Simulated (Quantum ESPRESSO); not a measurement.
Runs of Quantum ESPRESSO 7.5 on Sb. The cell holds a sheet with vacuum, 2 atoms: a = 3.133 Å, b = 3.133 Å, c = 31.360 Å, α = 90.00°, β = 90.00°, γ = 90.00°. The cell was built by a generator and needn't be a form met in nature.

```tsv
smearing	gap on the mesh (eV)	largest force (eV/Å)	work function (eV)
gaussian 0.025 eV	none	(b)	3.68
gaussian 0.01 eV	none	0.11	3.68
gaussian 0.1 eV	none	0.06	(a)
gaussian 0.2 eV	none	0.03	3.74
fermi-dirac 0.05 eV	none	0.05	3.71
```

Alike in all rows: task work function; level PBE; potentials or basis PseudoDojo 0.4.1 SR PBE standard; no spin polarisation; cell as given; k mesh 9 × 9 × 1; cutoff (eV) 1088.

Question: Estimate the missing entries.

Answer: (a) 3.70; (b) 0.12.

A k mesh can miss the band edges, and the runs leave out spin-orbit coupling on Sb.

A gap of «none» marks a metal or a gap under the smearing width.

Not every run made on this cell is shown here.
